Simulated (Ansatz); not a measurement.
# NbTe (P-6m2) in Ansatz: settings compared, part 3 of 3

Ansatz 0.2.0. The steps go on from the part before.

**5. Relaxation of cell and atoms, PBEsol+D3(BJ)-ATM**

File input.yaml:

```yaml
crystal:
  lattice:
    - [3.7029743866, 0.0, 0.0]
    - [-1.8514871933, 3.2068698884, 0.0]
    - [0.0, 0.0, 3.694211]
  atoms:
    - { symbol: Te, position: [0.6666666667, 0.3333333333, 0.0] }
    - { symbol: Nb, position: [0.0, 0.0, 0.5] }
hamiltonian:
  xc: pbesol
  pseudopotentials: { kind: paw }
  dispersion: d3bjatm
kpoints:
  mp_grid: { grid: [8, 8, 7] }
scf:
  occupations: { method: fermi_dirac, width: 0.05 }
output:
  forces: true
  stress: true
  eigenvalues: true
  write_density: true
  write_potential: true
  elf: true
  volumetric_format: npy
relax:
  f_tol: 0.01
  max_steps: 40
  cell: { stress_tol: 0.05 }
```

Potentials or basis: Ansatz PAW.

Started as:

```console
$ ansatz run input.yaml --threads 2 --pin off --max-ram 5632MiB --backend cpu --events-out ev --progress --plain --runs-dir out
```

The program printed:

```text
Warning: RAYON_NUM_THREADS=2 ignored (pool sized by the plan → 2); use --threads N
Engine: ansatz 0.2.0, aarch64-unknown-linux-gnu
Pseudopotentials: kind: paw
Pseudopotential: Te, paw, valence charge 16, recommended cutoff 420 eV (normal), Te.paw.azcp
Pseudopotential: Nb, paw, valence charge 13, recommended cutoff 420 eV (normal), Nb.paw.azcp
Functional definition: PBEsol
  exchange = pbesol_x
  correlation = pbesol_c
Crystal: 2 atoms, lattice volume = 43.869 Å³
Basis set: ecut = 420 eV, 865 PW (Γ), exchange–correlation on 50×50×50 points (8 copies of the dense FFT grid, shifted against one another)
Bands: 19, of which v1, the nominal top of the filled ones, is band 15 counted from 1 (14 counted from 0)
Symmetry: 12 space group operations
Space group: P-6m2 (ITA 187), of the structure as read, at distance tolerance 3.5e-5 Å
k-points: 40 of 448 (time reversal used)
Non-local potential: Te, projectors of the file, l = 0: 2, l = 1: 2, l = 2: 2, l = 3: 2
Non-local potential: Nb, projectors of the file, l = 0: 3, l = 1: 2, l = 2: 2, l = 3: 1
PAW form: soft (Blöchl's): semilocal exchange-correlation on the pseudo side does not see the compensation charge
PAW frozen core: Te, regenerated for the run's functional, and the local potential with it (the file was generated under x = pbe(κ = 0.804, μ = 0.2195149727645171), c = pbe(β = 0.06672455060314922))
PAW frozen core: Nb, regenerated for the run's functional, and the local potential with it (the file was generated under x = pbe(κ = 0.804, μ = 0.2195149727645171), c = pbe(β = 0.06672455060314922))
PAW one-centre angular grid: Te, 590 points (default); XC on 64 Gauss nodes
PAW one-centre angular grid: Nb, 590 points (default); XC on 64 Gauss nodes
Initial density: superposition of atomic densities (neutral atoms: chi_scale 0, normalization atom), corrected by the library's trained network
Initial wavefunctions: pseudopotential atomic-orbital guess
Functional: x = pbesol(κ = 0.804, μ = 0.12345679012345678), c = pbesol(β = 0.046)
SCF iter   1: F=—  HF=-11398.514767 eV  |F-HF|=—  |Δ(HF+E_count)|=         —  Δρ=7.33e-3  dr2=1.12e-2  ethr=1.77e-3  ⟨swp⟩=6.0  Hψ=3929  notcnv=0
preconditioner: auto → none  [metal: Δε(μ)=0.062 eV  Ē_g=7.578 eV  σ=0.050 eV  W_gap=0.28  n_scr=8 (ndim 8)  ℏωp=18.6 eV  f_vac=0.000  D(μ)=1.34/eV (n_scr^D=8)  sad-step TF]
SCF iter   2: F=—  HF=-11398.513486 eV  |F-HF|=—  |Δ(HF+E_count)|=   1.28e-3  Δρ=4.33e-3  dr2=4.57e-3  ethr=3.86e-5  ⟨swp⟩=1.3  Hψ=1102  notcnv=0
SCF iter   3: F=—  HF=-11398.513001 eV  |F-HF|=—  |Δ(HF+E_count)|=   4.85e-4  Δρ=2.92e-4  dr2=1.98e-5  ethr=1.57e-5  ⟨swp⟩=2.2  Hψ=1027  notcnv=0
[... 77 lines left out ...]
SCF converged after 6 iterations
Free energy (F): -11398.614705 eV
Harris-Foulkes:  -11398.614705 eV  (|F-HF|=3.64e-12)
Internal energy: -11398.606032 eV  (E = F + TS)
E sigma→0 (E₀):  -11398.610369 eV
Entropy (-TS):   -0.008673 eV (-4.336 meV/atom)
Fermi energy:    17.310844 eV
--- Per-component energies (eV) ---
  E_band       = -240.030968
  E_kinetic    = 580.221049
  E_local      = -1609.914901  (includes V_loc(G=0)·N_el)
  E_nonlocal   = -183.908556
  E_hartree    = 892.146112
  E_xc         = -299.634477
  E_vxc        = -319.229985  (∫ρ·V_xc dr)
  E_paw        = -7604.475625  (= ΣΔE_a)
  E_vpaw       = -491.490598  (= ΣTr[D̂ρ^β])
  E_aug_tail   = -0.000203  (compensation charges beyond the density's cutoff)
  E_ewald      = -3172.363355
  E_disp       = -1.239601  (pairwise vdW)
  E_core_change = 0.563524  (= ΣΔE_core)
  E_smearing   = -0.008673  (= −TS)
  E_closure    = 0.000000  (closes the sum)
  Σ components = -11398.614705   (vs F -11398.614705, Δ=0.00e0)
--- Forces (eV/Å), atoms counted from 1 ---
  atom   1  Te     0.00000000    -0.00000000     0.00000000
  atom   2  Nb    -0.00000000    -0.00000000     0.00000000
  max |Σ_I F_I| component: 1.11e-16 eV/Å
--- Stress (GPa, compression-positive) ---
       -0.009052       0.000000      -0.000000
        0.000000      -0.009052      -0.000000
       -0.000000      -0.000000       0.015081
  P = ⅓ Tr σ = -0.0010 GPa (-0.010 kbar)
--- Band table (eV; the first three rows and the last of 40) ---
  k-point 0: bands = ["-38.0781", "-20.8216", "-20.8216", "-20.8087", "-20.8087", "-20.8079", "-14.3596", "-14.1041", "-14.1041", "2.5109", "13.9084", "14.1047", "14.1047", "14.7311", "17.4402", "17.4402", "20.0559", "20.0559", "20.7291"]
  k-point 1: bands = ["-38.0769", "-20.8212", "-20.8212", "-20.8102", "-20.8102", "-20.8052", "-14.3872", "-14.1015", "-14.1015", "2.7325", "12.6077", "14.2286", "14.2286", "15.5287", "16.9892", "16.9892", "20.3017", "20.3017", "21.1822"]
  k-point 2: bands = ["-38.0740", "-20.8201", "-20.8201", "-20.8136", "-20.8136", "-20.7988", "-14.4484", "-14.0954", "-14.0954", "3.3082", "10.8039", "14.5072", "14.5072", "16.3936", "16.3936", "16.5942", "19.9882", "19.9882", "21.9506"]
  k-point 39: bands = ["-38.0572", "-20.8275", "-20.8175", "-20.8121", "-20.8051", "-20.7831", "-14.4232", "-14.2488", "-14.1794", "4.9162", "10.6299", "11.3693", "12.5001", "15.8952", "18.5032", "19.2778", "19.8335", "20.0592", "21.0310"]
--- Relaxed structure (5 steps of the walk, 5 accepted, 1 SCFs on fresh bases) ---
  F+E_penalty+E_count = -11398.61470512 eV   max|allowed force component| = 1.850e-17 eV/Å   (the final SCF, on the basis selected at the relaxed cell)
  cell:  # Å, volume = 40.5696 Å³
    - [3.57880394329701, 0.0, 0.0]
    - [-1.789401971648505, 3.0993351300591345, 0.0]
    - [0.0, 0.0, 3.6575827848107356]
  atoms:
    - { symbol: Te, position: [0.6666666666666666, 0.33333333333333326, 0.0] }
    - { symbol: Nb, position: [-2.7755575615628914e-17, -4.4842096557146866e-33, 0.5000000000000001] }
```

v_z.tsv:

```text
# z_ang	v_es[eV]	v_tot[eV]
# format = ansatz-planar-average/11
# xc	pbesol
# density_cutoff_ev	1680
# datasets	Te=:simpson_from_first_knot:soft:shift=-1325009	Nb=:simpson_from_first_knot:soft:shift=-741135
# lattice	3.578803943	0.000000000	0.000000000
# lattice	-1.789401972	3.099335130	0.000000000
# lattice	0.000000000	0.000000000	3.657582785
# sites	2
# site	52	1.789401972	1.033111710	0.000000000
# site	41	-0.000000000	-0.000000000	1.828791392
0.000000	1.610009e1	3.749132e0
0.146303	1.550784e1	3.216171e0
0.292607	1.404708e1	1.943356e0
0.438910	1.245486e1	6.555721e-1
0.585213	1.139945e1	-3.030418e-2
0.731517	1.117201e1	5.237280e-2
0.877820	1.142418e1	4.035644e-1
1.024123	1.122965e1	6.916598e-2
1.170426	9.843200e0	-1.639720e0
1.316730	7.584460e0	-4.304512e0
1.463033	5.200364e0	-7.066949e0
1.609336	3.244148e0	-9.295008e0
1.755640	2.145616e0	-1.052987e1
1.901943	2.145616e0	-1.052987e1
2.048246	3.244148e0	-9.295008e0
2.194550	5.200364e0	-7.066949e0
2.340853	7.584460e0	-4.304512e0
2.487156	9.843200e0	-1.639720e0
2.633460	1.122965e1	6.916598e-2
2.779763	1.142418e1	4.035644e-1
2.926066	1.117201e1	5.237280e-2
3.072370	1.139945e1	-3.030418e-2
3.218673	1.245486e1	6.555721e-1
3.364976	1.404708e1	1.943356e0
3.511279	1.550784e1	3.216171e0
```

It took 13 s on 2 threads of Arm Neoverse V1, shared host; peak memory 0.36 GiB.

Results:

- Free energy: -11398.6147 eV
- Relaxed volume: 20.28 Å³/atom
- Relaxed cell: a = 3.579 Å, b = 3.579 Å, c = 3.658 Å, α = 90.00°, β = 90.00°, γ = 120.00°
- Space group after relaxing (to 0.05 Å): P-6m2 (No. 187)
- Energy gained by relaxing: 50.9 meV/atom
- Ionic steps: 6
- Pressure after relaxing: 0.0 GPa
- Band gap on the k mesh: none (metal or under the smearing width)

The path:
```
step  energy change (eV)  largest force (eV/Å)  volume (Å³)
   1              0.0000                0.0000        43.87
   2             -0.0100                0.0000        38.02
   3             -0.0997                0.0000        40.85
   4             -0.1019                0.0000        40.70
   5             -0.1024                0.0000        40.57
   6             -0.1017                0.0000        40.57
```

Final structure:
```
Te Nb
1.0
     3.57880    0.00000    0.00000
    -1.78940    3.09934    0.00000
     0.00000    0.00000    3.65758
Te Nb
1 1
Direct
  0.66667 0.33333 0.00000
  0.00000 0.00000 0.50000
```

Levels at points of the mesh, in eV from the Fermi level:
| k point | band 13 | band 14 | band 15 | band 16 | band 17 | band 18 |
| --- | --- | --- | --- | --- | --- | --- |
| (0.00, 0.00, 0.00) | -3.21 | -2.58 | 0.13 | 0.13 | 2.75 | 2.75 |
| (0.00, -0.50, 0.00) | -2.98 | -2.53 | -0.25 | 1.44 | 1.83 | 3.19 |

Caveat: the plane-wave basis is chosen anew once the cell has moved, so the energies of steps on either side of that aren't comparable; pairwise dispersion overbinds metals, which lowers pressure and volume; the PAW data sets come from PBE, with cores solved anew for the run's functional, which leaves a small shift of forces and pressure. The run has no spin-orbit coupling, so splittings on Te are missing.

**6. Relaxation of cell and atoms, PBEsol+D4**

Edit input.yaml of step 5 so:

```diff
@@ -11,3 +11,3 @@
   pseudopotentials: { kind: paw }
-  dispersion: d3bjatm
+  dispersion: d4
 kpoints:
@@ -20,6 +20,2 @@
   eigenvalues: true
-  write_density: true
-  write_potential: true
-  elf: true
-  volumetric_format: npy
 relax:
```

Potentials or basis: Ansatz PAW.

Started as:

```console
$ ansatz run input.yaml --threads 2 --pin off --max-ram 5632MiB --backend cpu --events-out ev --progress --plain --runs-dir out
```

Wall time 12 s (2 threads of Arm Neoverse V1, shared host); peak memory 0.35 GiB.

Results (log left out):

- Free energy: -11397.9776 eV
- Relaxed volume: 20.63 Å³/atom
- Relaxed cell: a = 3.606 Å, b = 3.606 Å, c = 3.664 Å, α = 90.00°, β = 90.00°, γ = 120.00°
- Space group after relaxing (to 0.05 Å): P-6m2 (No. 187)
- Energy gained by relaxing: 30.7 meV/atom
- Ionic steps: 5
- Pressure after relaxing: 0.0 GPa
- Band gap on the k mesh: none (metal or under the smearing width)

Step by step:
| step | energy change (eV) | largest force (eV/Å) | volume (Å³) |
| --- | --- | --- | --- |
| 1 | 0.0000 | 0.0000 | 43.87 |
| 2 | -0.0601 | 0.0000 | 41.65 |
| 3 | -0.0619 | 0.0000 | 41.21 |
| 4 | -0.0619 | 0.0000 | 41.26 |
| 5 | -0.0614 | 0.0000 | 41.26 |

Final structure:
```
Te Nb
1.0
     3.60605    0.00000    0.00000
    -1.80302    3.12293    0.00000
     0.00000    0.00000    3.66418
Te Nb
1 1
Direct
  0.66667 0.33333 0.00000
  0.00000 0.00000 0.50000
```

Levels at points of the mesh, in eV from the Fermi level:
```csv
k point,band 11,band 12,band 13,band 14,band 15,band 16,band 17,band 18,band 19
"(0.00, 0.00, 0.00)",-3.32,-3.20,-3.20,-2.53,0.13,0.13,2.67,2.67,3.28
"(0.00, -0.50, 0.00)",-7.59,-4.16,-2.91,-2.55,-0.24,1.39,1.75,3.16,3.98
```

Caveat: the plane-wave basis is chosen anew once the cell has moved, so the energies of steps on either side of that aren't comparable; pairwise dispersion overbinds metals, which lowers pressure and volume; the PAW data sets come from PBE, with cores solved anew for the run's functional, which leaves a small shift of forces and pressure.

**7. Summary**

```csv
level,cell,target pressure (GPa),gap on the mesh (eV),pressure (GPa),relaxed volume (Å³/atom)
PBEsol,relaxed to 30 GPa,30,none,30.0,-
PBEsol,relaxed,-,none,0.0,20.96
PBEsol+D3(BJ),relaxed,-,none,0.0,20.15
PBEsol+D3(BJ)-ATM,relaxed,-,none,0.0,20.28
PBEsol+D4,relaxed,-,none,0.0,20.63
```

Alike in all rows: task relaxation of cell and atoms; potentials or basis Ansatz PAW; no spin polarisation; k mesh 8 × 8 × 7; cutoff (eV) 420; smearing fermi-dirac 0.05 eV.

Caveats: the plane-wave basis is chosen anew once the cell has moved, so the energies of steps on either side of that aren't comparable; the PAW data sets come from PBE, with cores solved anew for the run's functional, which leaves a small shift of forces and pressure; pairwise dispersion overbinds metals, which lowers pressure and volume (some runs); the volume moved by over 15 % at a fixed basis, so the end points are rough (some runs).

Total energies depend on the potentials used, so only differences within one code and one set of settings carry meaning.
